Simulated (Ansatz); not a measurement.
# CH₂ClF₂Si radical: small, medium and large basis sets

One table from this session's results is given with a row withheld; the runs are named, their logs left out.

The runs use Ansatz 0.2.0, Gaussian basis; one geometry, several basis sets.

The runs, in order: PBE0-D4/def2-SVP; ωB97M-V/def2-SVP; PBE0-D4/def2-QZVPP; ωB97M-V/def2-QZVPP; the functionals' def2-TZVPP values are taken from earlier runs.

### The geometry

An earlier PBE0-D4 in a triple-zeta def2 set relaxation fixed the geometry.

7 atoms, charge 0, spin multiplicity 2.

Atoms are counted from 1 here; the program's logs count them from 0.

Bond lengths: C1–Si2 1.812 Å, C1–H6 1.084 Å, C1–H7 1.084 Å, Si2–F3 1.580 Å, Si2–F4 1.580 Å, Si2–Cl5 2.028 Å. Angles: Si2–C1–H6 122.0°, Si2–C1–H7 122.0°, H6–C1–H7 115.9°, C1–Si2–F3 110.8°, C1–Si2–F4 110.7°, C1–Si2–Cl5 112.6°, F3–Si2–F4 107.6°, F3–Si2–Cl5 107.4°, F4–Si2–Cl5 107.5°.

Set-up of the first run:

Contents of in.yaml:

```yaml
crystal:
  periodic: [false, false, false]
  atoms:
    - {symbol: C, position_ang: [0.337228, 0.206971, 1.067818]}
    - {symbol: Si, position_ang: [-0.248345, -0.201149, -0.597444]}
    - {symbol: F, position_ang: [-0.045350, -1.737901, -0.901928]}
    - {symbol: F, position_ang: [-1.789499, 0.114411, -0.741522]}
    - {symbol: Cl, position_ang: [0.723872, 0.838758, -2.042412]}
    - {symbol: H, position_ang: [1.174887, -0.307774, 1.524940]}
    - {symbol: H, position_ang: [-0.091395, 1.018785, 1.644748]}
basis:
  gaussian: {orbitals: def2-SVP}
magnetization: {spin_polarized: true, initial_magnetization: 1}
hamiltonian: {xc: pbe0, dispersion: d4}
output: {orbitals: {seedname: orbitals}}
```

Run with:

```
> ansatz run in.yaml --threads 4 --pin off --events-out ev --progress --plain --max-ram 10444MiB
```

Steps of the session up to this table: PBE0-D4 in def2-SVP; ωB97M-V in def2-SVP; PBE0-D4 in def2-QZVPP; ωB97M-V in def2-QZVPP.

One table of the session follows, with a row left open; its other results are not shown here.

It belongs to the step «Density functionals: the series». 

| functional | basis | HOMO (eV) | LUMO (eV) |
| --- | --- | --- | --- |
| PBE0-D4 | def2-SVP | ? | ? |
| PBE0-D4 | def2-TZVPP | -8.02 | -3.20 |
| PBE0-D4 | def2-QZVPP | -8.04 | -3.23 |
| ωB97M-V | def2-SVP | -9.99 | -1.03 |
| ωB97M-V | def2-TZVPP | -10.05 | -1.30 |
| ωB97M-V | def2-QZVPP | -10.07 | -1.36 |

Estimate the missing values for PBE0-D4, def2-SVP.

As computed: HOMO (eV): -7.97; LUMO (eV): -3.06. In the column «HOMO (eV)» it is the highest.
